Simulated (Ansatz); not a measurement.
# InH5O (In(H2O)H3) at 6 levels

Wanted: a comparison of 6 runs (HF/STO-3G, HF/3-21G, HF/def2-SVP, PBE0/def2-SVP, MP2/def2-SVPD, CCSD(T)/def2-TZVP) of InH5O (In(H2O)H3). 

The calculation is run with Ansatz 0.2.0.

10 further runs of the same task are left out: 1 that didn't finish, 9 set aside as unsound or not needed.

## 1. The structure to begin with

InH5O: 7 atoms, total charge 0, spin state singlet. SMILES: `[H][In]([H])([H])<-[OH2]`. The shape comes from GFN2-xTB, which is rough for such elements, and wasn't checked as a minimum.

Bond lengths: In1–O2 2.413 Å, O2–H3 0.965 Å, O2–H4 0.964 Å, In1–H5 1.694 Å, In1–H6 1.707 Å, In1–H7 1.696 Å. Angles: In1–O2–H3 112.6°, In1–O2–H4 114.3°, O2–In1–H5 96.7°, O2–In1–H6 91.6°, O2–In1–H7 95.0°, H3–O2–H4 107.9°, H5–In1–H6 118.6°, H5–In1–H7 121.1°, H6–In1–H7 118.4°.

## 2. Energy and gradient at HF/STO-3G (run 1)

Contents of molecule.yaml:

```yaml
crystal:
  periodic: [false, false, false]
  atoms:
    - symbol: In
      position_ang: [0.081900, -0.120640, -1.085250]
    - symbol: O
      position_ang: [0.069870, -0.087580, 1.327060]
    - symbol: H
      position_ang: [-0.816510, -0.186890, 1.694150]
    - symbol: H
      position_ang: [0.465540, 0.701390, 1.715170]
    - symbol: H
      position_ang: [1.765070, -0.083490, -1.275430]
    - symbol: H
      position_ang: [-0.782020, 1.350340, -1.158040]
    - symbol: H
      position_ang: [-0.783850, -1.573120, -1.217660]
basis:
  gaussian:
    orbitals: STO-3G
accuracy: high
hamiltonian:
  xc: hf
output: {forces: true, orbitals: {seedname: orbitals}}
```

Run with:

```bash
ansatz run molecule.yaml --threads 1 --pin off --max-ram 3480MiB --events-out events.jsonl --progress --plain --runs-dir runs
```

The program printed:

```text
Warning: RAYON_NUM_THREADS=1 ignored (pool sized by the plan → 1); use --threads N
Functional definition: HF
  name "HF"
  exchange = exact_x
  correlation = 0
690 factors; integrals over basis functions are off by at most 3.8e-9 eV
mean field evaluation 1: about -156725.7023 eV, gradient 1.4e1 eV
mean field evaluation 2: about -156725.7301 eV, gradient 1.4e1 eV
mean field evaluation 4: about -156726.6337 eV, gradient 9.4e-1 eV
mean field evaluation 8: about -156726.6386 eV, gradient 4.3e-6 eV
mean field -156726.63860059 eV, -5759.5977354405 hartree, gradient 1.5e-8 eV, S^2 0.000000; 0 other end points of the search recorded, 0 dependent functions left out
the calculation of the forces begins
reference -156726.63860059 eV, -5759.5977354405 hartree; 31, 31 occupied and 6, 6 virtual orbitals, 690 factors
Total energy: -156726.63860059 eV, -5759.5977354405 hartree
Atom 0 at     0.081900    -0.120640    -1.085250 Å, force    -0.071775     0.111288     1.058992 eV/Å
Atom 1 at     0.069870    -0.087580     1.327060 Å, force     0.954431    -1.415691    -2.882102 eV/Å
Atom 2 at    -0.816510    -0.186890     1.694150 Å, force    -0.944945     0.355131     0.757769 eV/Å
Atom 3 at     0.465540     0.701390     1.715170 Å, force    -0.003432     1.033135     0.755176 eV/Å
Atom 4 at     1.765070    -0.083490    -1.275430 Å, force    -1.438328    -0.042446     0.161069 eV/Å
Atom 5 at    -0.782020     1.350340    -1.158040 Å, force     0.753591    -1.283628     0.047030 eV/Å
Atom 6 at    -0.783850    -1.573120    -1.217660 Å, force     0.750458     1.242211     0.102067 eV/Å
Dipole moment:    -0.153120     0.224373     0.779954 e Å
```

It took 1.7 s on 1 thread of Intel Xeon at 2.70GHz, shared host; peak memory 0.1 GiB.

## 3. Energy and gradient at HF/3-21G (run 2)

Contents of job.yaml:

```yaml
crystal:
  periodic: [false, false, false]
  atoms:
    - {symbol: In, position_ang: [0.081900, -0.120640, -1.085250]}
    - {symbol: O, position_ang: [0.069870, -0.087580, 1.327060]}
    - {symbol: H, position_ang: [-0.816510, -0.186890, 1.694150]}
    - {symbol: H, position_ang: [0.465540, 0.701390, 1.715170]}
    - {symbol: H, position_ang: [1.765070, -0.083490, -1.275430]}
    - {symbol: H, position_ang: [-0.782020, 1.350340, -1.158040]}
    - {symbol: H, position_ang: [-0.783850, -1.573120, -1.217660]}
basis:
  gaussian:
    orbitals: 3-21G-spherical.json
output: {forces: true, orbitals: {seedname: orbitals}}
accuracy: high
hamiltonian:
  xc: hf
```

The basis set 3-21G is read from a file made from the Basis Set Exchange's data (not shown).

Run with:

```bash
ansatz run job.yaml --threads 1 --pin off --max-ram 3480MiB --events-out events.jsonl --progress --plain --runs-dir runs
```

The program printed:

```text
Warning: RAYON_NUM_THREADS=1 ignored (pool sized by the plan → 1); use --threads N
[... 4 set-up lines as earlier in the session ...]
1016 factors; integrals over basis functions are off by at most 5.5e-8 eV
mean field evaluation 1: about -157608.0107 eV, gradient 2.4e1 eV
mean field evaluation 2: about -157608.1586 eV, gradient 2.4e1 eV
mean field evaluation 4: about -157609.4128 eV, gradient 1.7e0 eV
mean field evaluation 8: about -157609.4242 eV, gradient 2.4e-4 eV
mean field -157609.42416872 eV, -5792.0395066959 hartree, gradient 1.5e-8 eV, S^2 0.000000; 0 other end points of the search recorded, 0 dependent functions left out
the calculation of the forces begins
reference -157609.42416872 eV, -5792.0395066959 hartree; 31, 31 occupied and 19, 19 virtual orbitals, 1016 factors
Total energy: -157609.42416872 eV, -5792.0395066959 hartree
Atom 0 at     0.081900    -0.120640    -1.085250 Å, force     0.052177    -0.054612     0.869088 eV/Å
Atom 1 at     0.069870    -0.087580     1.327060 Å, force    -0.196074     0.246540    -0.608979 eV/Å
Atom 2 at    -0.816510    -0.186890     1.694150 Å, force    -0.141235    -0.253441     0.106759 eV/Å
Atom 3 at     0.465540     0.701390     1.715170 Å, force     0.288553     0.059930     0.098099 eV/Å
Atom 4 at     1.765070    -0.083490    -1.275430 Å, force     1.206045     0.033778    -0.201225 eV/Å
Atom 5 at    -0.782020     1.350340    -1.158040 Å, force    -0.584014     0.992170    -0.107373 eV/Å
Atom 6 at    -0.783850    -1.573120    -1.217660 Å, force    -0.625453    -1.024366    -0.156370 eV/Å
Dipole moment:    -0.193056     0.280874     0.834682 e Å
```

Run time: 2.2 s. Hardware: 1 thread of Intel Xeon at 2.70GHz, shared host; peak memory 0.13 GiB.

## 4. Energy and gradient at HF/def2-SVP (core potential) (run 3)

Contents of in.yaml:

```yaml
crystal:
  periodic: [false, false, false]
  atoms:
    - {symbol: In, position_ang: [0.081900, -0.120640, -1.085250]}
    - {symbol: O, position_ang: [0.069870, -0.087580, 1.327060]}
    - {symbol: H, position_ang: [-0.816510, -0.186890, 1.694150]}
    - {symbol: H, position_ang: [0.465540, 0.701390, 1.715170]}
    - {symbol: H, position_ang: [1.765070, -0.083490, -1.275430]}
    - {symbol: H, position_ang: [-0.782020, 1.350340, -1.158040]}
    - {symbol: H, position_ang: [-0.783850, -1.573120, -1.217660]}
basis:
  gaussian: {orbitals: def2-SVP}
hamiltonian: {xc: hf}
accuracy: high
output: {forces: true, orbitals: {seedname: orbitals}}
```

Run with:

```bash
ansatz run in.yaml --threads 1 --pin off --max-ram 3480MiB --events-out events.jsonl --progress --plain --runs-dir runs
```

The program printed:

```text
Warning: RAYON_NUM_THREADS=1 ignored (pool sized by the plan → 1); use --threads N
[... 4 set-up lines as earlier in the session ...]
1569 factors; integrals over basis functions are off by at most 3.5e-9 eV
mean field evaluation 1: about -7260.6852 eV, gradient 2.7e1 eV
mean field evaluation 2: about -7260.7397 eV, gradient 2.7e1 eV
mean field evaluation 4: about -7262.3038 eV, gradient 2.1e0 eV
mean field evaluation 8: about -7262.3211 eV, gradient 3.2e-4 eV
mean field -7262.32113982 eV, -266.8853793102 hartree, gradient 8.0e-9 eV, S^2 0.000000; 0 other end points of the search recorded, 0 dependent functions left out
the calculation of the forces begins
reference -7262.32113982 eV, -266.8853793102 hartree; 17, 17 occupied and 48, 48 virtual orbitals, 1569 factors
Total energy: -7262.32113982 eV, -266.8853793102 hartree
Atom 0 at     0.081900    -0.120640    -1.085250 Å, force    -0.017104     0.033640     0.052305 eV/Å
Atom 1 at     0.069870    -0.087580     1.327060 Å, force    -0.433337     0.581812     0.702679 eV/Å
Atom 2 at    -0.816510    -0.186890     1.694150 Å, force     0.926357     0.191178    -0.231162 eV/Å
Atom 3 at     0.465540     0.701390     1.715170 Å, force    -0.494864    -0.778239    -0.264147 eV/Å
Atom 4 at     1.765070    -0.083490    -1.275430 Å, force     0.716006     0.010318    -0.095290 eV/Å
Atom 5 at    -0.782020     1.350340    -1.158040 Å, force    -0.335891     0.572349    -0.090260 eV/Å
Atom 6 at    -0.783850    -1.573120    -1.217660 Å, force    -0.361167    -0.611057    -0.074124 eV/Å
Dipole moment:    -0.159980     0.233425     0.755634 e Å
```

Wall time 5.1 s (1 thread of Intel Xeon at 2.70GHz, shared host); peak memory 0.16 GiB.

Runs 4 to 5 aren't shown in full; the table further down has their settings and results.

## 5. Energy and forces at CCSD(T)/def2-TZVP (core potential) (run 6)

in.yaml: that of step 4 with these lines changed.

```diff
@@ -1 +1,3 @@
+basis:
+  gaussian: {orbitals: def2-TZVP}
 crystal:
@@ -10,6 +12,5 @@
     - {symbol: H, position_ang: [-0.783850, -1.573120, -1.217660]}
-basis:
-  gaussian: {orbitals: def2-SVP}
-hamiltonian: {xc: hf}
+correlation: {method: ccsd_t, frozen_orbitals: {H: 0, In: 4, O: 1}}
 accuracy: high
+scf: {omitted_lower_state_checks: [cluster_reference, increment]}
 output: {forces: true, orbitals: {seedname: orbitals}}
```

Run with:

```bash
ansatz run in.yaml --threads 1 --pin off --max-ram 3480MiB --events-out events.jsonl --progress --plain --runs-dir runs
```

The program printed:

```text
Warning: RAYON_NUM_THREADS=1 ignored (pool sized by the plan → 1); use --threads N
[... 4 set-up lines as earlier in the session ...]
these checks for a lower state are left out or cut short: cluster_reference, increment
2206 factors; integrals over basis functions are off by at most 3.7e-9 eV
mean field evaluation 1: about -7263.2071 eV, gradient 3.1e1 eV
mean field evaluation 2: about -7263.2431 eV, gradient 3.1e1 eV
mean field evaluation 4: about -7265.0579 eV, gradient 2.3e0 eV
mean field evaluation 8: about -7265.0789 eV, gradient 1.0e-1 eV
mean field -7265.07895411 eV, -266.9867271160 hartree, gradient 7.7e-8 eV, S^2 0.000000; 0 other end points of the search recorded, 0 dependent functions left out
5 core orbitals not correlated: weight in the atoms' cores, before any rotation towards them, 1.000 or more for the frozen orbitals, at most 0.000 for the correlated occupied ones
reference -7265.07895411 eV, -266.9867271160 hartree; 12, 12 occupied and 94, 94 virtual orbitals, 2206 factors
second order -15.06647743 eV of doubles, -0.00000000 eV of singles
cycle   1  -15.12551297 eV  change   -5.9e-2 eV  update   8.7e-2
cycle   2  -15.53214905 eV  change   -4.1e-1 eV  update   2.5e-2
cycle   3  -15.58480277 eV  change   -5.3e-2 eV  update   1.1e-2
cycle   4  -15.57797662 eV  change    6.8e-3 eV  update   2.7e-3
cycle   5  -15.57701084 eV  change    9.7e-4 eV  update   9.9e-4
cycle   6  -15.57702354 eV  change   -1.3e-5 eV  update   2.4e-4
cycle   7  -15.57689549 eV  change    1.3e-4 eV  update   9.1e-5
cycle   8  -15.57688081 eV  change    1.5e-5 eV  update   2.8e-5
cycle   9  -15.57688967 eV  change   -8.9e-6 eV  update   1.1e-5
cycle  10  -15.57688859 eV  change    1.1e-6 eV  update   4.5e-6
cycle  11  -15.57688972 eV  change   -1.1e-6 eV  update   1.8e-6
cycle  12  -15.57689072 eV  change   -1.0e-6 eV  update   6.6e-7
cycle  13  -15.57689069 eV  change    3.3e-8 eV  update   2.3e-7
cycle  14  -15.57689084 eV  change   -1.5e-7 eV  update   8.3e-8
cycle  15  -15.57689092 eV  change   -8.3e-8 eV  update   3.9e-8
cycle  16  -15.57689091 eV  change    1.0e-8 eV  update   2.3e-8
cycle  17  -15.57689106 eV  change   -1.5e-7 eV  update   1.1e-7
cycle  18  -15.57689106 eV  change   4.6e-10 eV  update   2.6e-8
cycle  19  -15.57689106 eV  change    1.5e-9 eV  update   8.4e-9
cycle  20  -15.57689105 eV  change    4.3e-9 eV  update   3.0e-9
cycle  21  -15.57689105 eV  change    1.1e-9 eV  update   1.0e-9
perturbative correction -0.40015017 eV, -0.0147052474 hartree
the calculation of the forces begins
mean field evaluation 16: about -7265.0790 eV, gradient 7.7e-8 eV
Total energy: -7281.05599533 eV, -267.5738725512 hartree
Atom 0 at     0.081900    -0.120640    -1.085250 Å, force    -0.058854     0.090412     0.072398 eV/Å
Atom 1 at     0.069870    -0.087580     1.327060 Å, force     0.128561    -0.210552    -0.145373 eV/Å
Atom 2 at    -0.816510    -0.186890     1.694150 Å, force     0.010531     0.119786     0.085121 eV/Å
Atom 3 at     0.465540     0.701390     1.715170 Å, force    -0.115451     0.048387     0.076472 eV/Å
Atom 4 at     1.765070    -0.083490    -1.275430 Å, force     0.422050     0.000900    -0.021563 eV/Å
Atom 5 at    -0.782020     1.350340    -1.158040 Å, force    -0.180703     0.309324    -0.056010 eV/Å
Atom 6 at    -0.783850    -1.573120    -1.217660 Å, force    -0.206134    -0.358256    -0.011045 eV/Å
Dipole moment:    -0.150267     0.219474     0.721885 e Å
Checks for a lower state left out: cluster_reference, increment
```

Run time: 3.2 min. Hardware: 1 thread of Intel Xeon at 2.70GHz, shared host; peak memory 1.6 GiB.

## 6. The series

| run | level | core potential | frozen core orbitals | energy (Eh) | dipole moment (D) | HOMO energy (eV) | LUMO energy (eV) | wall time |
| --- | --- | --- | --- | --- | --- | --- | --- | --- |
| 1 | HF/STO-3G | none | – | -5759.597735 | 3.97 | -7.72 | 8.55 | 1.7 s |
| 2 | HF/3-21G | none | – | -5792.039507 | 4.33 | -10.22 | 2.39 | 2.2 s |
| 3 | HF/def2-SVP (core potential) | def2-SVP | – | -266.885379 | 3.88 | -10.32 | 2.09 | 5.1 s |
| 4 | PBE0/def2-SVP (core potential) | def2-SVP | – | -268.176562 | 3.88 | -7.39 | -0.55 | 11 s |
| 5 | MP2/def2-SVPD (core potential) | def2-SVPD | 5 | -267.223953 | 3.65 | -10.37 | 1.23 | 10 s |
| 6 | CCSD(T)/def2-TZVP (core potential) | def2-TZVP | 5 | -267.573873 | 3.70 | -10.38 | 1.37 | 3.2 min |

## 7. Outcome

| quantity | value |
| --- | --- |
| run 6: total energy | -267.57387 Eh |
| run 6: dipole moment (correlated density) | 3.70 D |
| run 6: HOMO energy (Hartree–Fock orbitals) | -10.38 eV |
| run 6: LUMO energy (Hartree–Fock orbitals) | 1.37 eV |
| run 6: HOMO–LUMO gap (Hartree–Fock orbitals) | 11.75 eV |
| run 6: correlation energy (5 core orbitals frozen) | -587.1 mEh |
| run 6: (T) correction | -14.71 mEh |
| run 6: T1 diagnostic | 0.013 |
| run 6: largest force on an atom | 0.423 eV/Å |

What this shows: The dipole moment (its size) runs from 3.65 D (MP2/def2-SVPD) to 4.33 D (HF/3-21G). The two ends differ in method and basis and core potential. Over runs 1, 2, 3, 4 the HOMO–LUMO gap runs from 6.84 eV (PBE0/def2-SVP) to 16.28 eV (HF/STO-3G). Some runs of one species differ in core potentials or relativity; totals across that change don't compare. In run 1 the basis is minimal, so the values are rough. In runs 1, 2 relativity is left out where basis or elements ask for it. All runs together took 3.8 min, the longest 3.2 min.
